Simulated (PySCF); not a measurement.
**One shape, several levels: CH5AsS (SMILES CS[AsH2])**

Aim: a comparison of 5 runs (HF/3-21G, HF/def2-SVP, B3LYP/6-31G*, PBE0/def2-SVP, MP2/STO-3G) of CH5AsS. Input form: a Python script.

Program for the calculation: PySCF 2.14.0.

## Step 1: The system as given

The species is CH5AsS (8 atoms), meant as a singlet with charge 0. As SMILES, `CS[AsH2]`. The coordinates come from a PBE0-D4/def2-TZVP relaxation. This is one conformer, not always the lowest.

Bond lengths: C1–S2 1.810 Å, S2–As3 2.233 Å, C1–H4 1.090 Å, C1–H5 1.090 Å, C1–H6 1.091 Å, As3–H7 1.524 Å, As3–H8 1.524 Å. Angles: C1–S2–As3 99.1°, S2–C1–H4 111.5°, S2–C1–H5 111.5°, S2–C1–H6 106.0°, S2–As3–H7 96.4°, S2–As3–H8 96.3°, H4–C1–H5 110.0°, H4–C1–H6 108.8°, H5–C1–H6 108.8°, H7–As3–H8 91.8°.

## Step 2: Energy and forces at HF/3-21G (run 1)

Contents of input.py:

```python
# CS[AsH2]
import pyscf.grad
from pyscf import gto

mol = gto.M(
    atom='''
C     -1.427121     2.109879    -0.798598
S     -0.466195     0.208626     1.877254
As     1.958890    -2.599885    -0.133793
H     -2.488202     1.000610    -2.171106
H      0.188406     3.002775    -1.710580
H     -2.657333     3.579708    -0.039117
H      4.176673    -2.476864     1.698675
H      0.889116    -4.932563     1.171630
''',
    unit='bohr',
    max_memory=1860,
    basis='3-21g',
    charge=0,
    verbose=4,
    spin=0,
)

myscf = mol.RHF()
myscf.conv_tol = 1e-10
myscf.kernel()
if not myscf.converged:
    myscf = myscf.newton().run(myscf.mo_coeff, myscf.mo_occ)

e_final = myscf.e_tot
print('E(%s) = %.9f' % ('HF', e_final))
grad = myscf.Gradients().kernel()
myscf.analyze()
```

On the command line:

```console
$ OMP_NUM_THREADS=1 python input.py
```

Output:

```text
PySCF version 2.14.0

[... 60 lines left out ...]
converged SCF energy = -2659.52402694062
[... 18 lines left out ...]
DFT Exchange-Correlation Energy =     -113.499965318589602
[... 7 lines left out ...]
MO #6   energy= -49.7377472314867  occ= 2
[... 5 lines left out ...]
MO #12  energy= -6.57551642503933  occ= 2
[... 5 lines left out ...]
MO #18  energy= -2.04675090619395  occ= 2
[... 5 lines left out ...]
MO #24  energy= -0.601837678677153 occ= 2
[... 5 lines left out ...]
MO #30  energy= -0.35776722509541  occ= 2
[... 5 lines left out ...]
MO #36  energy= 0.320708612869836  occ= 0
[... 5 lines left out ...]
MO #42  energy= 0.745533917164371  occ= 0
[... 5 lines left out ...]
MO #48  energy= 1.03468020813689   occ= 0
[... 5 lines left out ...]
MO #54  energy= 1.97636113634656   occ= 0
[... 26 lines left out ...]
pop of  2 As 3s           1.99974
pop of  2 As 4s           1.60441
pop of  2 As 5s           0.00358
pop of  2 As 2px          1.99998
pop of  2 As 2py          1.99998
pop of  2 As 2pz          1.99998
pop of  2 As 3px          1.99982
pop of  2 As 3py          1.99981
pop of  2 As 3pz          1.99986
pop of  2 As 4px          0.85724
pop of  2 As 4py          0.84192
pop of  2 As 4pz          1.40820
pop of  2 As 5px          0.01321
pop of  2 As 5py          0.01314
pop of  2 As 5pz          0.00292
pop of  2 As 3dxy         1.99866
pop of  2 As 3dyz         1.99880
pop of  2 As 3dz^2        1.99955
pop of  2 As 3dxz         1.99826
pop of  2 As 3dx2-y2      1.99926
pop of  3 H 1s            0.88015
pop of  3 H 2s            0.01012
pop of  4 H 1s            0.88016
pop of  4 H 2s            0.01012
pop of  5 H 1s            0.86643
pop of  5 H 2s            0.01045
pop of  6 H 1s            1.04853
pop of  6 H 2s            0.00271
pop of  7 H 1s            1.04836
pop of  7 H 2s            0.00270
 ** Mulliken atomic charges  **
charge of    0C =     -0.33869
charge of    1S =     -0.16328
charge of    2As =      0.26171
charge of    3H =      0.10973
charge of    4H =      0.10971
charge of    5H =      0.12312
charge of    6H =     -0.05124
charge of    7H =     -0.05106
Dipole moment(X, Y, Z, Debye):  0.46769, -0.26259, -1.59075
```

Wall time 2.3 s (1 thread of Intel Xeon at 2.70GHz, shared host); peak memory 0.13 GiB.

## Step 3: Energy and gradient at HF/def2-SVP (run 2)

Contents of input.py:

```python
import pyscf.grad
from pyscf import gto, scf

system = gto.M(
    atom='''
C       -0.755200       1.116500      -0.422600
S       -0.246700       0.110400       0.993400
As       1.036600      -1.375800      -0.070800
H       -1.316700       0.529500      -1.148900
H        0.099700       1.589000      -0.905200
H       -1.406200       1.894300      -0.020700
H        2.210200      -1.310700       0.898900
H        0.470500      -2.610200       0.620000
''',
    verbose=4,
    max_memory=1860,
    basis='def2-svp',
)

mf = scf.RHF(system)
mf.conv_tol = 1e-10
mf.kernel()
if not mf.converged:
    mf = mf.newton().run(mf.mo_coeff, mf.mo_occ)

e_final = mf.e_tot
print('E = %.10f Eh' % e_final)
grad = mf.Gradients().kernel()
dip = mf.dip_moment()
pop, q = mf.mulliken_pop()
```

On the command line:

```console
$ OMP_NUM_THREADS=1 python input.py
```

Output:

```text
PySCF version 2.14.0

[... 64 lines left out ...]
converged SCF energy = -2672.07421977332
[... 12 lines left out ...]
Dipole moment(X, Y, Z, Debye):  0.15054,  0.06728, -1.17123
[... 59 lines left out ...]
pop of  2 As 4dx2-y2      0.35484
pop of  2 As 5dxy         0.03800
pop of  2 As 5dyz         0.04283
pop of  2 As 5dz^2        0.01474
pop of  2 As 5dxz         0.05215
pop of  2 As 5dx2-y2      0.04583
pop of  3 H 1s            0.75053
pop of  3 H 2s            0.15158
pop of  3 H 2px           0.00775
pop of  3 H 2py           0.00783
pop of  3 H 2pz           0.00985
pop of  4 H 1s            0.75066
pop of  4 H 2s            0.15151
pop of  4 H 2px           0.01293
pop of  4 H 2py           0.00634
pop of  4 H 2pz           0.00616
pop of  5 H 1s            0.74622
pop of  5 H 2s            0.15076
pop of  5 H 2px           0.00922
pop of  5 H 2py           0.01124
pop of  5 H 2pz           0.00522
pop of  6 H 1s            0.71041
pop of  6 H 2s            0.30965
pop of  6 H 2px           0.00800
pop of  6 H 2py           0.00106
pop of  6 H 2pz           0.00705
pop of  7 H 1s            0.71038
pop of  7 H 2s            0.30946
pop of  7 H 2px           0.00266
pop of  7 H 2py           0.00875
pop of  7 H 2pz           0.00473
 ** Mulliken atomic charges  **
charge of    0C =     -0.10159
charge of    1S =     -0.28757
charge of    2As =      0.23910
charge of    3H =      0.07247
charge of    4H =      0.07240
charge of    5H =      0.07734
charge of    6H =     -0.03618
charge of    7H =     -0.03597
```

It took 10 s on 1 thread of Intel Xeon at 2.70GHz, shared host; peak memory 0.18 GiB.

Runs 3 to 4 aren't shown in full; the table further down has their settings and results.

## Step 4: Energy and forces at MP2/STO-3G (run 5)

Contents of input.py:

```python
from pyscf import gto, scf, mp

system = gto.M(
    atom='''
C     -1.427121     2.109879    -0.798598
S     -0.466195     0.208626     1.877254
As     1.958890    -2.599885    -0.133793
H     -2.488202     1.000610    -2.171106
H      0.188406     3.002775    -1.710580
H     -2.657333     3.579708    -0.039117
H      4.176673    -2.476864     1.698675
H      0.889116    -4.932563     1.171630
''',
    spin=0,
    basis='sto-3g',
    unit='bohr',
    verbose=3,
    max_memory=1860,
)

mf = scf.RHF(system)
mf.conv_tol = 1e-10
mf.kernel()
if not mf.converged:
    mf = mf.newton().run(mf.mo_coeff, mf.mo_occ)

pt = mp.MP2(mf, frozen=15).run()
etot = pt.e_tot
print('Final energy', etot)
grad = pt.nuc_grad_method().kernel()
dip = mf.dip_moment()
pop, q = mf.mulliken_pop()
```

On the command line:

```console
$ OMP_NUM_THREADS=1 python input.py
```

Output:

```text
converged SCF energy = -2642.78769333577
E(RMP2) = -2642.89716014925  E_corr = -0.109466813484418
E(SCS-RMP2) = -2642.91215874409  E_corr = -0.12446540831669
Final energy -2642.897160149254
--------------- RMP2 gradients ---------------
         x                y                z
0 C    -0.0018569803     0.0056306800    -0.0124131829
1 S    -0.0027265595     0.0060377641    -0.0106972434
2 As    -0.0102882342     0.0177140478    -0.0185369706
3 H     0.0055478223     0.0031725752     0.0112741927
4 H    -0.0069986324    -0.0061648684     0.0091918597
5 H     0.0067730053    -0.0092033308     0.0004997886
6 H     0.0161973026    -0.0000774559     0.0121666285
7 H    -0.0066477238    -0.0171094118     0.0085149275
----------------------------------------------
Dipole moment(X, Y, Z, Debye):  0.03943, -0.03805, -0.02436
 ** Mulliken pop  **
pop of  0 C 1s            1.99238
pop of  0 C 2s            1.23121
pop of  0 C 2px           1.02640
pop of  0 C 2py           1.01776
pop of  0 C 2pz           0.99491
pop of  1 S 1s            1.99992
pop of  1 S 2s            1.99689
pop of  1 S 3s            1.88048
pop of  1 S 2px           1.99210
pop of  1 S 2py           1.98585
pop of  1 S 2pz           1.98363
pop of  1 S 3px           1.61832
pop of  1 S 3py           1.31064
pop of  1 S 3pz           1.21497
pop of  2 As 1s           1.99999
pop of  2 As 2s           1.99936
pop of  2 As 3s           1.99858
pop of  2 As 4s           1.72308
pop of  2 As 2px          1.99963
pop of  2 As 2py          1.99963
pop of  2 As 2pz          1.99977
pop of  2 As 3px          1.98232
pop of  2 As 3py          1.98223
pop of  2 As 3pz          1.98935
pop of  2 As 4px          0.86187
pop of  2 As 4py          0.86142
pop of  2 As 4pz          1.37535
pop of  2 As 3dxy         1.99723
pop of  2 As 3dyz         1.99687
pop of  2 As 3dz^2        1.99957
pop of  2 As 3dxz         1.99464
pop of  2 As 3dx2-y2      1.99730
pop of  3 H 1s            0.93520
pop of  4 H 1s            0.93529
pop of  5 H 1s            0.93240
pop of  6 H 1s            1.09677
pop of  7 H 1s            1.09668
 ** Mulliken atomic charges  **
charge of    0C =     -0.26266
charge of    1S =      0.01718
charge of    2As =      0.24182
charge of    3H =      0.06480
charge of    4H =      0.06471
charge of    5H =      0.06760
charge of    6H =     -0.09677
charge of    7H =     -0.09668
```

Run time: 3.6 s. Hardware: 1 thread of Intel Xeon at 2.70GHz, shared host; peak memory 0.15 GiB.

## Step 5: All runs side by side

```csv
run,level,integration grid,frozen core orbitals,energy (Eh),dipole moment (D) of the reference,HOMO energy (eV),LUMO energy (eV),wall time
1,HF/3-21G,–,–,-2659.524027,1.68,-9.74,2.80,2.3 s
2,HF/def2-SVP,–,–,-2672.074220,1.18,-9.53,3.26,10 s
3,B3LYP/6-31G* (spherical functions),5,–,-2674.930117,1.11,-6.35,-0.66,34 s
4,PBE0/def2-SVP,5,–,-2674.288798,1.05,-6.63,-0.25,48 s
5,MP2/STO-3G,–,15,-2642.897160,0.06,-6.97,8.73,3.6 s
```

## Step 6: Results

```
                                           quantity           value
                                run 5: total energy  -2642.89716 Eh
        run 5: dipole moment (Hartree–Fock density)          0.06 D
         run 5: HOMO energy (Hartree–Fock orbitals)        -6.97 eV
         run 5: LUMO energy (Hartree–Fock orbitals)         8.73 eV
       run 5: HOMO–LUMO gap (Hartree–Fock orbitals)        15.69 eV
run 5: correlation energy (15 core orbitals frozen)      -109.5 mEh
                    run 5: largest force on an atom      1.421 eV/Å
```

**Reading.** Over runs 1, 2, 3, 4 the dipole moment (its size) runs from 1.05 D (PBE0/def2-SVP) to 1.68 D (HF/3-21G). The two ends differ in method and basis. Over runs 1, 2, 3, 4 the HOMO–LUMO gap runs from 5.70 eV (B3LYP/6-31G*) to 12.79 eV (HF/def2-SVP). Totals of different functionals can't be ranked against each other. In run 5 the basis is minimal, so the values are rough. All runs together took 98 s, the longest 48 s.
